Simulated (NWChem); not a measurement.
# One shape, several levels: C6H3Al (SMILES C#[C][Al]([C]#C)[C]#C)

We compute a comparison of 3 runs (HF/def2-SVP, PBE/def2-SVP, PBE0/def2-SVP) of C6H3Al. 

The calculation is run with NWChem 7.3.0.

**1. Starting point**

C6H3Al: 10 atoms, total charge 0, spin state singlet. As SMILES, `C#[C][Al]([C]#C)[C]#C`. Geometry: relaxed at PBE0-D4/def2-TZVP.

Bond lengths: C1–C2 1.210 Å, C2–Al3 1.893 Å, Al3–C4 1.893 Å, C4–C5 1.210 Å, Al3–C6 1.893 Å, C6–C7 1.210 Å, C1–H8 1.067 Å, C5–H9 1.067 Å, C7–H10 1.067 Å. Angles: C1–C2–Al3 179.8°, C2–Al3–C4 120.0°, C2–Al3–C6 119.9°, C4–Al3–C6 120.1°, Al3–C4–C5 179.5°, Al3–C6–C7 179.8°, C2–C1–H8 180.0°, C4–C5–H9 179.9°, C6–C7–H10 180.0°.

**2. Energy and gradient at HF/def2-SVP (run 1)**

The input, mol.nw:

```
start mol
memory 2200 mb

geometry noautosym nocenter noautoz
C      0.324800    -2.984300     0.798700
C      0.199100    -1.821500     0.489000
Al     0.008000    -0.001800     0.002800
C     -1.571500     0.938300     0.456200
C     -2.586000     1.533400     0.740000
C      1.396900     0.876100    -0.937700
C      2.286300     1.434000    -1.538900
H      0.435300    -4.009400     1.072100
H     -3.480500     2.058400     0.989200
H      3.070700     1.925700    -2.068700
end

basis spherical bse
* library def2-SVP
end

scf
thresh 1e-08
maxiter 80
end

task scf gradient
```

Started as:

```
$ nwchem mol.nw > mol.out
```

Standard output:

```text
[...]
  functions       =   117
[...]
  wavefunction    = RHF
[...]
         Total SCF energy =   -470.486220589773
      One-electron energy =  -1104.524466433481
      Two-electron energy =    402.423222315322
 Nuclear repulsion energy =    231.615023528385
        Time for solution =     19.3s
[...]
                         RHF ENERGY GRADIENTS
    atom               coordinates                        gradient
                 x          y          z           x          y          z
   1 C       0.613783  -5.639509   1.509324    0.001750  -0.015739   0.004157
   2 C       0.376244  -3.442136   0.924076   -0.002577   0.023334  -0.006192
   3 Al      0.015118  -0.003402   0.005291   -0.000011  -0.000075  -0.000062
   4 C      -2.969704   1.773130   0.862093    0.020473  -0.011889  -0.005663
   5 C      -4.886831   2.897706   1.398397   -0.013793   0.008012   0.003887
   6 C       2.639758   1.655589  -1.771996   -0.017789  -0.011125   0.012026
   7 C       4.320481   2.709867  -2.908099    0.011985   0.007506  -0.008123
   8 H       0.822598  -7.576667   2.025975   -0.000012   0.000142  -0.000027
   9 H      -6.577191   3.889812   1.869317    0.000075  -0.000071  -0.000093
  10 H       5.802782   3.639045  -3.909276   -0.000102  -0.000094   0.000090
[...]
```

Wall time 24 s (1 thread of Intel Xeon Platinum 8488C (Sapphire Rapids), shared host); peak memory 0.1 GiB.

**3. Energy and forces at PBE/def2-SVP (run 2)**

The input, c6h3al.nw:

```
start c6h3al
title "C6H3Al"
memory total 2200 mb
charge 0
geometry noautosym nocenter noautoz
  C        0.324800      -2.984300       0.798700
  C        0.199100      -1.821500       0.489000
  Al       0.008000      -0.001800       0.002800
  C       -1.571500       0.938300       0.456200
  C       -2.586000       1.533400       0.740000
  C        1.396900       0.876100      -0.937700
  C        2.286300       1.434000      -1.538900
  H        0.435300      -4.009400       1.072100
  H       -3.480500       2.058400       0.989200
  H        3.070700       1.925700      -2.068700
end
basis spherical bse
  * library def2-SVP
end
dft
  xc xpbe96 cpbe96
  mult 1
  grid fine
  convergence energy 1e-08
  maxiter 100
  mulliken
  noprint "final vectors analysis"
end
task dft gradient
```

Started as:

```
$ nwchem c6h3al.nw > c6h3al.out
```

Standard output:

```text
[...]
          Wavefunction type:  closed shell.
          No. of atoms     :    10
          No. of electrons :    52
[...]
          Charge           :     0
          Spin multiplicity:     1
[...]
          AO basis - number of functions:   117
[...]
              XC Information
              --------------
          PerdewBurkeErnzerhof Exchange Functional  1.000
            Perdew 1991 LDA Correlation Functional  1.000 local
           PerdewBurkeErnz. Correlation Functional  1.000 non-local
[...]
 d= 0,ls=0.0,diis     1   -471.9306742673 -7.04D+02  1.15D-02  6.82D-01     2.6
[...]
 d= 0,ls=0.0,diis    10   -472.0111073808 -6.18D-09  8.47D-07  2.33D-08    27.8
         Total DFT energy =     -472.011107380794
      One electron energy =    -1105.410360121313
           Coulomb energy =      453.435173740082
    Exchange-Corr. energy =      -51.650944527948
 Nuclear repulsion energy =      231.615023528385
[...]
  wavefunction    = closed shell
                         DFT ENERGY GRADIENTS
    atom               coordinates                        gradient
                 x          y          z           x          y          z
   1 C       0.613783  -5.639509   1.509324   -0.003426   0.032026  -0.008552
   2 C       0.376244  -3.442136   0.924076    0.004093  -0.038349   0.010233
   3 Al      0.015118  -0.003402   0.005291   -0.000009  -0.000070  -0.000057
   4 C      -2.969704   1.773130   0.862093   -0.033339   0.019675   0.009403
   5 C      -4.886831   2.897706   1.398397    0.027875  -0.016417  -0.007797
   6 C       2.639758   1.655589  -1.771996    0.029386   0.018470  -0.019866
   7 C       4.320481   2.709867  -2.908099   -0.024542  -0.015409   0.016578
   8 H       0.822598  -7.576667   2.025975   -0.001293   0.012041  -0.003204
   9 H      -6.577191   3.889812   1.869317    0.010464  -0.006167  -0.002975
  10 H       5.802782   3.639045  -3.909276   -0.009210  -0.005800   0.006238
[...]
```

Wall time 33 s (1 thread of Intel Xeon Platinum 8488C (Sapphire Rapids), shared host); peak memory 0.13 GiB.

**4. Energy and gradient at PBE0/def2-SVP (run 3)**

The input, c6h3al.nw:

```
echo
start c6h3al
memory total 2200 mb
charge 0

geometry noautosym nocenter noautoz
 C        0.324800      -2.984300       0.798700
 C        0.199100      -1.821500       0.489000
 Al       0.008000      -0.001800       0.002800
 C       -1.571500       0.938300       0.456200
 C       -2.586000       1.533400       0.740000
 C        1.396900       0.876100      -0.937700
 C        2.286300       1.434000      -1.538900
 H        0.435300      -4.009400       1.072100
 H       -3.480500       2.058400       0.989200
 H        3.070700       1.925700      -2.068700
end

basis spherical bse
 * library def2-SVP
end

dft
 xc pbe0
 grid fine
 convergence energy 1e-08
 maxiter 100
 mulliken
end

task dft gradient
```

Started as:

```
$ nwchem c6h3al.nw > c6h3al.out
```

Standard output:

```text
[...]
          Wavefunction type:  closed shell.
          No. of atoms     :    10
          No. of electrons :    52
[...]
          Charge           :     0
          Spin multiplicity:     1
[...]
          AO basis - number of functions:   117
[...]
              XC Information
              --------------
                         PBE0 Method XC Functional
                     Hartree-Fock (Exact) Exchange  0.250
          PerdewBurkeErnzerhof Exchange Functional  0.750
            Perdew 1991 LDA Correlation Functional  1.000 local
           PerdewBurkeErnz. Correlation Functional  1.000 non-local
[...]
 d= 0,ls=0.0,diis     1   -471.9741243994 -7.04D+02  8.77D-03  5.56D-01     3.7
[...]
 d= 0,ls=0.0,diis    10   -472.0486601519 -2.11D-10  1.28D-07  2.52D-10    28.6
         Total DFT energy =     -472.048660151867
      One electron energy =    -1105.304998532851
           Coulomb energy =      453.338590157053
    Exchange-Corr. energy =      -51.697275304455
 Nuclear repulsion energy =      231.615023528385
[...]
  wavefunction    = closed shell
                         DFT ENERGY GRADIENTS
    atom               coordinates                        gradient
                 x          y          z           x          y          z
   1 C       0.613783  -5.639509   1.509324   -0.001588   0.015048  -0.004034
   2 C       0.376244  -3.442136   0.924076    0.001986  -0.018919   0.005060
   3 Al      0.015118  -0.003402   0.005291   -0.000010  -0.000067  -0.000056
   4 C      -2.969704   1.773130   0.862093   -0.016378   0.009743   0.004669
   5 C      -4.886831   2.897706   1.398397    0.013066  -0.007731  -0.003643
   6 C       2.639758   1.655589  -1.771996    0.014522   0.009154  -0.009820
   7 C       4.320481   2.709867  -2.908099   -0.011558  -0.007262   0.007799
   8 H       0.822598  -7.576667   2.025975   -0.000788   0.007359  -0.001955
   9 H      -6.577191   3.889812   1.869317    0.006376  -0.003768  -0.001839
  10 H       5.802782   3.639045  -3.909276   -0.005626  -0.003555   0.003818
[...]
```

Wall time 35 s (1 thread of Intel Xeon Platinum 8488C (Sapphire Rapids), shared host); peak memory 0.13 GiB.

**5. The series**

```
run          level  iteration cap  module  energy (Eh)  dipole moment (D)  HOMO energy (eV)  LUMO energy (eV)  wall time
  1    HF/def2-SVP             80     scf  -470.486221               0.01            -10.68              1.12       24 s
  2   PBE/def2-SVP            100     dft  -472.011107               0.01                 –                 –       33 s
  3  PBE0/def2-SVP            100     dft  -472.048660               0.01             -8.03             -1.94       35 s
```

**6. What came out**

```
                       quantity          value
            run 3: total energy  -472.04866 Eh
           run 3: dipole moment         0.01 D
             run 3: HOMO energy       -8.03 eV
             run 3: LUMO energy       -1.94 eV
           run 3: HOMO–LUMO gap        6.08 eV
run 3: largest force on an atom     1.017 eV/Å
```

What this shows: Totals of different functionals can't be ranked against each other. All runs together took 92 s, the longest 35 s.
